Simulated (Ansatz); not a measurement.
# CH8GeN2: one species, many methods

The task here is to estimate one member of a computed series from the others.

Program: Ansatz 0.2.0, Gaussian basis. Level of theory: functionals in def2-TZVPP, the program's frozen cores in correlated methods. These are calculated values, not measurements.

The runs, in order: LDA (SPW92), PBE-D4, revPBE-D4, BLYP-D4, r2SCAN-D4, B97M-V, PBE0-D4, B3LYP-D4, r2SCANh-D4, r2SCAN0-D4, HSE06-D4, BHLYP-D4, CAM-B3LYP-D4, LC-ωPBE, ωB97X-V, ωB97M-V, B2PLYP, PBE-QIDH; CCSD(T)/def2-SVP; CCSD(T)/def2-TZVPP; MP2/def2-QZVPP; extrapolation to the limit; RPA on PBE.

### The relaxed structure

An earlier PBE0-D4 in a triple-zeta def2 set relaxation fixed the geometry.

SMILES `C[NH][GeH2][NH2]`, 12 atoms, charge 0, spin multiplicity 1.

Atoms are counted from 1 here; the program's logs count them from 0.

Bond lengths: C1–N2 1.447 Å, C1–H5 1.094 Å, C1–H6 1.100 Å, C1–H7 1.094 Å, N2–Ge3 1.828 Å, N2–H8 1.010 Å, Ge3–N4 1.832 Å, Ge3–H9 1.547 Å, Ge3–H10 1.549 Å, N4–H11 1.010 Å, N4–H12 1.010 Å. Angles: N2–C1–H5 110.5°, N2–C1–H6 114.7°, N2–C1–H7 109.6°, H5–C1–H6 107.7°, H5–C1–H7 106.8°, H6–C1–H7 107.3°, C1–N2–Ge3 120.7°, C1–N2–H8 112.8°, Ge3–N2–H8 113.1°, N2–Ge3–N4 104.0°, N2–Ge3–H9 104.7°, N2–Ge3–H10 116.6°, N4–Ge3–H9 117.1°, N4–Ge3–H10 105.3°, H9–Ge3–H10 109.5°, Ge3–N4–H11 114.9°, Ge3–N4–H12 115.1°, H11–N4–H12 109.3°.

The first run:

in.yaml

```yaml
crystal:
  periodic: [false, false, false]
  atoms:
    - {symbol: C, position_ang: [-0.506481, 1.855573, 0.406315]}
    - {symbol: N, position_ang: [-0.490807, 0.415753, 0.551066]}
    - {symbol: Ge, position_ang: [0.425555, -0.630749, -0.635449]}
    - {symbol: N, position_ang: [0.384555, -2.298388, 0.121644]}
    - {symbol: H, position_ang: [-0.828858, 2.330102, 1.338333]}
    - {symbol: H, position_ang: [-1.154202, 2.229482, -0.399947]}
    - {symbol: H, position_ang: [0.506459, 2.213939, 0.202025]}
    - {symbol: H, position_ang: [-1.394537, 0.037815, 0.796772]}
    - {symbol: H, position_ang: [1.809244, 0.048081, -0.772036]}
    - {symbol: H, position_ang: [-0.206549, -0.804210, -2.038698]}
    - {symbol: H, position_ang: [0.926407, -2.393681, 0.968727]}
    - {symbol: H, position_ang: [0.606216, -3.058715, -0.504552]}
basis:
  gaussian: {orbitals: def2-TZVPP}
hamiltonian: {xc: lda}
output: {orbitals: {seedname: orbitals}}
```

The run is started by

```sh
> ansatz run in.yaml --threads 4 --pin off --events-out ev --progress --plain --max-ram 10444MiB
```

Steps of the session up to this table: LDA; PBE-D4 (GGA); revPBE-D4 (GGA); BLYP-D4 (GGA); r2SCAN-D4 (meta-GGA); B97M-V (meta-GGA); B3LYP-D4 (hybrid); r2SCANh-D4 (hybrid); r2SCAN0-D4 (hybrid); HSE06-D4 (hybrid); BHLYP-D4 (hybrid); CAM-B3LYP-D4 (range-separated); LC-ωPBE (range-separated); ωB97X-V (range-separated); ωB97M-V (range-separated); B2PLYP (double hybrid); PBE-QIDH (double hybrid).

One table of the session follows, with a row left open; its other results are not shown here.

It belongs to the step «Orbital energies across the functionals». 

| functional | HOMO (eV) | LUMO (eV) | gap (eV) |
| --- | --- | --- | --- |
| LDA (SPW92) | ? | ? | ? |
| PBE-D4 | -5.16 | -0.08 | 5.08 |
| revPBE-D4 | -5.11 | 0.03 | 5.14 |
| BLYP-D4 | -5.05 | -0.06 | 5.00 |
| r2SCAN-D4 | -5.43 | 0.41 | 5.84 |
| B97M-V | -5.58 | 0.09 | 5.67 |
| PBE0-D4 | -6.53 | 0.74 | 7.28 |
| B3LYP-D4 | -6.31 | 0.43 | 6.75 |
| r2SCANh-D4 | -5.94 | 0.67 | 6.62 |
| r2SCAN0-D4 | -6.73 | 1.05 | 7.78 |
| HSE06-D4 | -6.13 | 0.37 | 6.50 |
| BHLYP-D4 | -7.85 | 1.43 | 9.28 |
| CAM-B3LYP-D4 | -7.93 | 1.58 | 9.51 |
| LC-ωPBE | -9.29 | 2.86 | 12.16 |
| ωB97X-V | -8.96 | 2.65 | 11.61 |
| ωB97M-V | -8.87 | 2.28 | 11.16 |

Q: Estimate the row for LDA (SPW92) from the others.

**Answer.** HOMO (eV): -5.26; LUMO (eV): -0.30; gap (eV): 4.96. In the column «HOMO (eV)» it lies between r2SCAN-D4 (-5.43) and PBE-D4 (-5.16).
